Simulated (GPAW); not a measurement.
# MoS2 (P6_3/mmc) in GPAW: single point with LDA

Aim: the single point of MoS2 with LDA.

Everything below comes from runs of GPAW 26.7.0. Logs are shortened: lines on timing, memory, paths and dates and some standing lists are left out, and cuts for length are marked. The log counts tension as positive stress, the text compression.

**What was measured.**

From “Multiwavelength excitation Raman Scattering Analysis of bulk and 2 dimensional MoS2: Vibrational properties of atomically thin MoS2 layers”, 2015, arxiv:1506.03228, for a bulk crystal of MoS2 at 300 K: band gap 1.3 eV (indirect).

The results are compared with them further down.

## 1. The structure

It takes space group P6_3/mmc (No. 194, hexagonal). The conventional cell has a = 3.161 Å, b = 3.161 Å, c = 12.295 Å, α = 90.00°, β = 90.00°, γ = 120.00°. Mo (site symmetry -6m2) has 6 S at 2.39 Å as nearest neighbours. S (site symmetry 3m) is surrounded by 3 Mo at 2.39 Å.

## 2. Single point, LDA

run.py

```python
from ase import Atoms
from ase.dft.bandgap import bandgap
from ase.io import write
from ase.units import GPa
from gpaw import GPAW, PW

atoms = Atoms(['Mo', 'Mo', 'S', 'S', 'S', 'S'],
              cell=[[3.161, 0.0, 0.0],
                    [-1.5805, 2.7375063014, 0.0],
                    [0.0, 0.0, 12.295]],
              scaled_positions=[[0.333333, 0.666667, 0.25],
                                [0.666667, 0.333333, 0.75],
                                [0.333333, 0.666667, 0.624561],
                                [0.666667, 0.333333, 0.124561],
                                [0.333333, 0.666667, 0.875439],
                                [0.666667, 0.333333, 0.375439]],
              pbc=True)

calc = GPAW(mode=PW(500),
            xc='LDA',
            kpts={'size': (8, 8, 2), 'gamma': True},
            occupations={'name': 'fermi-dirac', 'width': 0.05},
            nbands=46,
            maxiter=120,
            txt='gpaw.txt')
atoms.calc = calc
energy = atoms.get_potential_energy()
forces = atoms.get_forces()
stress = atoms.get_stress()
calc.write('gs.gpw')
write('result.traj', atoms)
print(f'Energy: {energy:.6f} eV')
print('Forces (eV/A):')
print(forces.round(4))
print('Stress (GPa):', (stress / GPa).round(3))
print('Fermi level:', round(calc.get_fermi_level(), 4), 'eV')
print(f'Gap: {bandgap(calc)[0]:.4f} eV, direct: {bandgap(calc, direct=True)[0]:.4f} eV')
```

Potentials or basis: the program's PAW data sets (release 1.2.1) made for this functional, pw.

Started as:

```bash
OMP_NUM_THREADS=1 python run.py
```

gpaw.txt:

```text
__  _  _
 | _ |_)|_||  |
 |__||  | ||/\| - 26.7.0

Input parameters:
  mode=PW(ecut=500.0),
  kpts=MonkhorstPack(size=(8, 8, 2), gamma=True),
  maxiter=120,
  nbands=46,
  occupations=Occupations(name='fermi-dirac', width=0.05),
  xc=XC(name='LDA')

Diagonalizing LCAO Hamiltonian
Converting LCAO to pw mode

        S

           Mo
        S

           S
        Mo

           S

Atoms  # Å, Bohr magnetons
|   | symbol |         x |        y |         z |    initial magnetic moments |
|---|--------|-----------|----------|-----------|-----------------------------|
| 0 |     Mo | -0.000002 | 1.825005 |  3.073750 | ( 0.0000,  0.0000,  0.0000) |
| 1 |     Mo |  1.580502 | 0.912501 |  9.221250 | ( 0.0000,  0.0000,  0.0000) |
| 2 |      S | -0.000002 | 1.825005 |  7.678977 | ( 0.0000,  0.0000,  0.0000) |
| 3 |      S |  1.580502 | 0.912501 |  1.531477 | ( 0.0000,  0.0000,  0.0000) |
| 4 |      S | -0.000002 | 1.825005 | 10.763523 | ( 0.0000,  0.0000,  0.0000) |
| 5 |      S |  1.580502 | 0.912501 |  4.616023 | ( 0.0000,  0.0000,  0.0000) |

Unit cell  # Å
| periodic |         x |        y |         z |   lengths |     angles |
|----------|-----------|----------|-----------|-----------|------------|
|      yes |  3.161000 | 0.000000 |  0.000000 |  3.161000 |  90.000000 |
|      yes | -1.580500 | 2.737506 |  0.000000 |  3.161000 |  90.000000 |
|      yes |  0.000000 | 0.000000 | 12.295000 | 12.295000 | 120.000000 |

Number of symmetries: 4
Symmetry operations  # r_c * U_cc + t_c -> r_c
|   | kind |            matrix            |
|---|------|------------------------------|
| 0 |  E   |  1, 0, 0,  0, 1, 0,  0, 0, 1 |
| 1 |  C2  |  0, 1, 0,  1, 0, 0,  0, 0,-1 |
| 2 |  σ   |  0,-1, 0, -1, 0, 0,  0, 0, 1 |
| 3 |  i   | -1, 0, 0,  0,-1, 0,  0, 0,-1 |

BZ-sampling:
  Number of BZ points: 128
  Number of IBZ points: 42

  Monkhorst-Pack size: [8, 8, 2]
  Monkhorst-Pack shift: [0.0625, 0.0625, 0.25]

K-points  # in reciprocal-cell coordinates
|     |                                coordinates |     weight |
|-----|--------------------------------------------|------------|
|   0 | (  0.00000000,   0.00000000,   0.00000000) | 0.00781250 |
|   1 | (  0.00000000,   0.00000000,   0.50000000) | 0.00781250 |
|   2 | (  0.12500000,  -0.12500000,   0.00000000) | 0.01562500 |
|   3 | (  0.12500000,  -0.12500000,   0.50000000) | 0.01562500 |
|   4 | (  0.12500000,   0.00000000,   0.00000000) | 0.03125000 |
|   5 | (  0.12500000,   0.00000000,   0.50000000) | 0.03125000 |
|   6 | (  0.12500000,   0.12500000,   0.00000000) | 0.01562500 |
|   7 | (  0.12500000,   0.12500000,   0.50000000) | 0.01562500 |
|   8 | (  0.25000000,  -0.25000000,   0.00000000) | 0.01562500 |
|   9 | (  0.25000000,  -0.25000000,   0.50000000) | 0.01562500 |
| ... |                                            |            |
|  41 | (  0.50000000,   0.50000000,   0.50000000) | 0.00781250 |

Plane wave coefficients: 2736
Cutoff: 500.0 eV

Spin-components: 1 (collinear spins)
Bands:           46
Projectors:      32
Spin-degeneracy: 2
Datatype:        complex128

Parallelization:
  kpt:    1
  domain: 1
  band:   1

Density:
  Valence electrons: 52.0
  Components: 1
  Grid points: [18 18 64]
  Charge: 0.0  # |e|

Potential:
  Grid points: [18 18 64]

species:
  Mo:
    name:    Molybdenum
    Z:       42.0
    valence: 14
    core:    28
    charge:  0.0  # [|e|]
    compensation charges:
      type: gauss
      rc: 0.38  # [Å]
      lmax: 2
    cutoffs:
      filter: 2.16  # [Å]
      core: 1.42  # [Å]
    projectors
    | kind |    occ | energy [eV] | rcut [Å] |
    |------|--------|-------------|----------|
    |   4s |  2.000 |     -64.384 |    1.238 |
    |   5s |  1.000 |      -4.319 |    1.238 |
    |   4p |  6.000 |     -38.595 |    1.296 |
    |   5p |  0.000 |      -1.161 |    1.296 |
    |   4d |  5.000 |      -3.933 |    1.296 |
    |    d |        |      23.278 |    1.296 |

    Using partial waves for Mo as LCAO basis

  S:
    name:    Sulfur
    Z:       16.0
    valence: 6
    core:    10
    charge:  0.0  # [|e|]
    compensation charges:
      type: gauss
      rc: 0.24  # [Å]
      lmax: 2
    cutoffs:
      filter: 1.77  # [Å]
      core: 1.66  # [Å]
    projectors
    | kind |    occ | energy [eV] | rcut [Å] |
    |------|--------|-------------|----------|
    |   3s |  2.000 |     -17.278 |    0.974 |
    |   3p |  4.000 |      -7.106 |    0.979 |
    |    s |        |       9.933 |    0.974 |
    |    p |        |      20.105 |    0.979 |
    |    d |        |       0.000 |    0.900 |

    Using partial waves for S as LCAO basis

Reference energy: -263337.961849  # eV

eigensolver:
  PPCG
  Converge bands: occupied
  niter=2

density mixing:
  MSR1-Mixer
  Pratt-step length: 0.05
  Maximum mixing coefficient: 0.75
  Old densities: 10
  SVD Regularization: 0.005
  Good broyden scale: 1.0
  Trust region scale: 1.0
  Backstep threshold: 4.0
  History deletion threshold: 6.0
  Fourier metric: weight=20.0, sigma=0.015

occupation numbers:
  Fermi-Dirac:
    width: 0.0500  # eV

poisson solver:
  ecut: 4000.0  # eV

xc functional:
  name: None

convergence criteria:
- Maximum [total energy] change in last 3 cyles: 0.0005 eV / valence electron
- Maximum integral of absolute [dens]ity change: 0.0001 electrons / valence electron
- Maximum integral of absolute [eigenst]ate change: 4e-08 eV^2 / valence electron
maximum number of iterations: 120

SCF iterations
|iter     | |      energy | eigst |  dens |
|---------|-|-------------|-------|-------|
|iter:   1| |  -52.604425 | +0.53 |       |
|iter:   2| |  -51.873525 | -1.15 | -1.00 |
|iter:   3| |  -49.880823 | -1.14 | -1.07 |
|iter:   4| |  -49.704830 | -1.96 | -1.46 |
|iter:   5| |  -49.685867 | -2.57 | -1.79 |
|iter:   6| |  -49.715748 | -2.99 | -2.07 |
|iter:   7| |  -49.674081 | -3.36 | -2.10 |
|iter:   8| |  -49.674039 | -5.11 | -3.01 |
|iter:   9| |  -49.674042c| -6.02 | -3.41 |
|iter:  10| |  -49.674042c| -7.42c| -4.37c|

Converged in 10 steps
Energy contributions relative to reference atoms: (reference = -263337.961849)

Energy contributions:
  Kinetic:          -0.445949
  Coulomb:         -10.911728
  Zero:             -0.304520
  External:          0.000000
  Xc:              -38.011843
  Entropy:          -0.000007
  Spinorbit:         0.000000
  ----------------------------
  Free energy:     -49.674045
  Extrapolated:    -49.674042

dipole moment: (0.000001, 0.000002, 0.000007)  # |e|*Ang

Fermi level: 8.491
Eigenvalues  # (at kpt = [0.000, 0.000, 0.000])
| band index |      eig [eV] | occ [0-2] |
|------------|---------------|-----------|
|          0 |       -53.369 |     2.000 |
|        ... |               |           |
|         18 |         4.647 |     2.000 |
|         19 |         5.776 |     2.000 |
|         20 |         5.776 |     2.000 |
|         21 |         5.819 |     2.000 |
|         22 |         5.819 |     2.000 |
|         23 |         6.887 |     2.000 |
|         24 |         6.892 |     2.000 |
|         25 |         8.101 |     1.999 |
|         26 |        10.149 |     0.000 |
|         27 |        10.149 |     0.000 |
|         28 |        10.172 |     0.000 |
|         29 |        10.172 |     0.000 |
|         30 |        10.386 |     0.000 |
|         31 |        10.386 |     0.000 |
|         32 |        10.553 |     0.000 |
|         33 |        10.553 |     0.000 |
|        ... |               |           |
|         45 |        20.463 |     0.000 |

Gap: 0.907 eV
Transition (v -> c):
  (s=0, k=0, n=25, [0.00, 0.00, 0.00]) -> (s=0, k=14, n=26, [0.25, 0.12, 0.00])
Direct/indirect transitions are different
Direct gap: 1.926 eV
Transition at: (s=0, k=28, n=25, [0.38, 0.25, 0.00])

Forces  # eV/Ang
|        x |        y |        z |
|----------|----------|----------|
|  0.00005 | -0.00003 |  0.00016 |  # Mo   0
| -0.00005 |  0.00003 | -0.00016 |  # Mo   1
|  0.00003 | -0.00002 |  0.05093 |  # S    2
| -0.00005 |  0.00003 |  0.04852 |  # S    3
|  0.00005 | -0.00003 | -0.04852 |  # S    4
| -0.00003 |  0.00002 | -0.05093 |  # S    5

Stress tensor  # eV/Ang^3
|         x |         y |         z |
|-----------|-----------|-----------|
|  0.026061 | -0.000000 | -0.000000 |
| -0.000000 |  0.026061 |  0.000000 |
| -0.000000 |  0.000000 |  0.009756 |

# Writing to gs.gpw (mode='')
```

It took 96 s on 1 thread of Intel Xeon Platinum 8488C (Sapphire Rapids), shared host; peak memory 0.27 GiB.

What came out:

| Quantity | Value |
| --- | --- |
| Free energy | -49.6740 eV |
| Pressure | -3.3 GPa |
| Largest force | 0.051 eV/Å |
| Band gap on the k mesh | 0.91 eV, indirect (least direct gap 1.93 eV) |

Forces on the atoms (eV/Å):
```
Mo   0.000  0.000  0.000
Mo   0.000  0.000  0.000
S    0.000  0.000  0.051
S    0.000  0.000  0.049
S    0.000  0.000 -0.049
S    0.000  0.000 -0.051
```

Stress tensor (GPa, compression positive):
```
-4.18  0.00  0.00
 0.00 -4.18  0.00
 0.00  0.00 -1.56
```

Caveat: the cutoff is short for stress and forces, so pressures can be off by a GPa or more.

## 3. Comparison with measurements

Step 2. A measured gap of MoS2 is 1.3 eV (indirect; 300 K; “Multiwavelength excitation Raman Scattering Analysis of bulk and 2 dimensional MoS2: Vibrational properties of atomically thin MoS2 layers”, 2015, arxiv:1506.03228); the calculated 0.91 eV misses it by -0.39 eV. Spin-orbit coupling on Mo is left out. The value is that of LDA on a finite k mesh, which can miss the band edges, without temperature or zero-point motion. Semilocal functionals fall short of measured gaps as a rule.
